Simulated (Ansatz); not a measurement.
C2H4NO, SMILES [N]=CCO, an atomisation energy

With Ansatz 0.2.0, Python API.

Run as a notebook:

```python
from collections import Counter

import ansatz as az
from ase import Atoms
```

```python
BASIS_SET = 'def2-TZVP'
FUNCTIONAL = 'pbe'
```

```python
def single_point(molecule, charge=0, unpaired=0):
    calc = molecule.calculation().basis(gaussian=BASIS_SET).functional(FUNCTIONAL)
    if charge:
        calc = calc.charge(charge)
    if unpaired:
        calc = calc.spin('collinear', total=unpaired)
    report = calc.run().report
    if report['published_state_doubts']:
        print('  doubts:', report['published_state_doubts'])
    return report['free_energy_ev']
```

```python
atoms = Atoms(['N', 'C', 'C', 'O', 'H', 'H', 'H', 'H'], positions=[
    (1.6418, -0.0774, -0.9027),
    (0.9731, -0.3012, 0.1677),
    (-0.4224, 0.2232, 0.3137),
    (-1.2746, -0.4002, -0.6079),
    (1.4402, -0.8349, 0.9891),
    (-0.7861, 0.0019, 1.339),
    (-0.4316, 1.3288, 0.1787),
    (-1.1403, 0.0598, -1.4777),
])
mol = az.Crystal.molecule_from_ase(atoms)
```

```python
# unpaired electrons of the ground-state atoms
unpaired = {'N': 3, 'C': 2, 'O': 2, 'H': 1}
counts = Counter(site.symbol for site in mol.cartesian_sites)
atom_energy = {s: single_point(az.Crystal.molecule().atom(s, (0, 0, 0)), 0, unpaired[s]) for s in counts}
whole = single_point(mol, 0, 1)
for s, e in atom_energy.items():
    print(f'{s:2s} x{counts[s]}  {e:14.5f} eV')
print(f'C2H4NO: {whole:.5f} eV')
split = sum(counts[s] * e for s, e in atom_energy.items()) - whole
print(f'atomisation energy (no zero-point term): {split:.3f} eV, {split / sum(counts.values()):.3f} eV an atom')
```

    N  x1     -1483.89518 eV
    C  x2     -1028.48074 eV
    O  x1     -2041.11715 eV
    H  x4       -13.59523 eV
    C2H4NO: -5669.30428 eV
    atomisation energy (no zero-point term): 32.950 eV, 4.119 eV an atom

32.950 eV from the electronic energies, without the zero-point term.

Notes:
- Total energies depend on the basis set; only differences at equal settings carry meaning.
- The geometry is a force-field or estimated start, not a minimum of this method, and the basis set is short of its limit. All parts are taken at fixed geometry, without zero-point energy.
- The species is open-shell (spin multiplicity 2).
- This functional overbinds, so such energies come out a few per cent too high (LDA far more).
- Run time: 6.9 s on 1 thread of AMD EPYC 7R43 64-Core Processor (Zen 3) (shared host), peak memory 0.25 GiB.
